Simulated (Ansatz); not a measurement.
# AlBGeH6OSi: basis-set convergence

Aim: see how fast density functionals converge with the basis set for AlBGeH6OSi.

The runs use Ansatz 0.2.0, Gaussian basis; one geometry, several basis sets.

The runs, in order: PBE0-D4/def2-SVP; ωB97M-V/def2-SVP; PBE0-D4/def2-QZVPP; ωB97M-V/def2-QZVPP; the functionals' def2-TZVPP values are taken from earlier runs.

**1. The geometry**

All runs share one geometry, relaxed beforehand with PBE0-D4 in a triple-zeta def2 set.

SMILES `[GeH3][SiH]1[BH][AlH][O]1`, 11 atoms, charge 0, spin multiplicity 1.

Atoms are counted from 1 here; the program's logs count them from 0.

Bond lengths: Ge1–Si2 2.390 Å, Ge1–H6 1.539 Å, Ge1–H7 1.541 Å, Ge1–H8 1.539 Å, Si2–B3 2.017 Å, Si2–O5 1.677 Å, Si2–H9 1.493 Å, B3–Al4 2.156 Å, B3–H10 1.189 Å, Al4–O5 1.736 Å, Al4–H11 1.582 Å. Angles: Si2–Ge1–H6 111.8°, Si2–Ge1–H7 110.4°, Si2–Ge1–H8 110.2°, H6–Ge1–H7 107.7°, H6–Ge1–H8 108.7°, H7–Ge1–H8 107.9°, Ge1–Si2–B3 113.2°, Ge1–Si2–O5 111.4°, Ge1–Si2–H9 109.3°, B3–Si2–O5 93.9°, B3–Si2–H9 117.0°, O5–Si2–H9 111.3°, Si2–B3–Al4 78.0°, Si2–B3–H10 137.4°, Al4–B3–H10 144.6°, B3–Al4–O5 87.5°, B3–Al4–H11 149.8°, O5–Al4–H11 122.7° and more.

**2. PBE0-D4 in def2-SVP**

Contents of in.yaml:

```yaml
crystal:
  periodic: [false, false, false]
  atoms:
    - {symbol: Ge, position_ang: [-1.175569, 0.802749, -1.489829]}
    - {symbol: Si, position_ang: [0.754316, 0.264058, -0.187038]}
    - {symbol: B, position_ang: [0.778166, -1.651537, 0.443874]}
    - {symbol: Al, position_ang: [0.617179, -0.568374, 2.301068]}
    - {symbol: O, position_ang: [0.639662, 0.892398, 1.363687]}
    - {symbol: H, position_ang: [-1.435675, 2.319152, -1.525408]}
    - {symbol: H, position_ang: [-2.427657, 0.125260, -0.900047]}
    - {symbol: H, position_ang: [-1.000427, 0.298219, -2.933190]}
    - {symbol: H, position_ang: [1.975631, 0.763154, -0.886375]}
    - {symbol: H, position_ang: [0.816786, -2.734299, -0.046902]}
    - {symbol: H, position_ang: [0.523189, -0.567879, 3.880759]}
basis:
  gaussian: {orbitals: def2-SVP}
hamiltonian: {xc: pbe0, dispersion: d4}
output: {orbitals: {seedname: orbitals}}
```

Run with:

```
> ansatz run in.yaml --threads 4 --pin off --events-out ev --progress --plain --max-ram 10444MiB
```

After this run come: ωB97M-V in def2-SVP; PBE0-D4 in def2-QZVPP; ωB97M-V in def2-QZVPP.

**Question.** What will the summary of the whole plan be? Wanted: PBE0-D4: double and triple zeta above quadruple; ωB97M-V: double and triple zeta above quadruple.

The runs gave:

```
                                       quantity           value
PBE0-D4: double and triple zeta above quadruple  17.49, 1.86 eV
ωB97M-V: double and triple zeta above quadruple  17.52, 1.79 eV
```

For PBE0-D4 the step from double to triple zeta gains 15.64 eV and the next only 1.86 eV. These are total energies; as a rule much of such shifts cancels in differences, which this series doesn't test.
